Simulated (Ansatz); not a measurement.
# F₂H₄SiSn: basis-set convergence

An exercise on one series of results from a longer session: the logs are not shown, and one member is left open.

Program: Ansatz 0.2.0, Gaussian basis. Level of theory: one geometry, several basis sets. These are calculated values, not measurements.

Plan: PBE0-D4/def2-SVP; ωB97M-V/def2-SVP; PBE0-D4/def2-QZVPP; ωB97M-V/def2-QZVPP; the functionals' def2-TZVPP values are taken from earlier runs.

**The relaxed structure**

The geometry comes from an earlier relaxation with PBE0-D4 in a triple-zeta def2 set; it is a stationary point, not always the lowest conformer. Sn takes the def2 core potential; no spin-orbit term is included.

8 atoms, charge 0, spin multiplicity 1.

Atoms are counted from 1 here; the program's logs count them from 0.

Bond lengths: F1–Sn2 1.919 Å, Sn2–F3 1.919 Å, Sn2–Si4 2.563 Å, Sn2–H5 1.703 Å, Si4–H6 1.483 Å, Si4–H7 1.481 Å, Si4–H8 1.483 Å. Angles: F1–Sn2–F3 102.5°, F1–Sn2–Si4 107.2°, F1–Sn2–H5 105.1°, F3–Sn2–Si4 107.1°, F3–Sn2–H5 105.1°, Si4–Sn2–H5 127.3°, Sn2–Si4–H6 108.2°, Sn2–Si4–H7 107.6°, Sn2–Si4–H8 108.1°, H6–Si4–H7 111.2°, H6–Si4–H8 110.4°, H7–Si4–H8 111.2°.

Set-up of the first run:

Contents of in.yaml:

```yaml
crystal:
  periodic: [false, false, false]
  atoms:
    - {symbol: F, position_ang: [1.543125, -1.599172, 1.156654]}
    - {symbol: Sn, position_ang: [1.193834, -0.045221, 0.086245]}
    - {symbol: F, position_ang: [1.792276, -0.595239, -1.652175]}
    - {symbol: Si, position_ang: [-1.351164, 0.229098, -0.044589]}
    - {symbol: H, position_ang: [2.330836, 1.113217, 0.601281]}
    - {symbol: H, position_ang: [-1.854898, 0.539350, 1.315376]}
    - {symbol: H, position_ang: [-1.914048, -1.045854, -0.545443]}
    - {symbol: H, position_ang: [-1.647860, 1.346822, -0.973149]}
basis:
  gaussian: {orbitals: def2-SVP}
hamiltonian: {xc: pbe0, dispersion: d4}
output: {orbitals: {seedname: orbitals}}
```

Steps of the session up to this table: PBE0-D4 in def2-SVP; ωB97M-V in def2-SVP; PBE0-D4 in def2-QZVPP; ωB97M-V in def2-QZVPP.

One table of the session follows, with a row left open; its other results are not shown here.

It belongs to the step «Functionals by basis». 

```
functional       basis  HOMO (eV)
   PBE0-D4    def2-SVP          ?
   PBE0-D4  def2-TZVPP      -8.73
   PBE0-D4  def2-QZVPP      -8.73
   ωB97M-V    def2-SVP     -10.64
   ωB97M-V  def2-TZVPP     -10.76
   ωB97M-V  def2-QZVPP     -10.77
```

**Question.** Estimate the row for PBE0-D4, def2-SVP.

**Answer.** HOMO (eV): -8.64. In the column «HOMO (eV)» it is the highest.
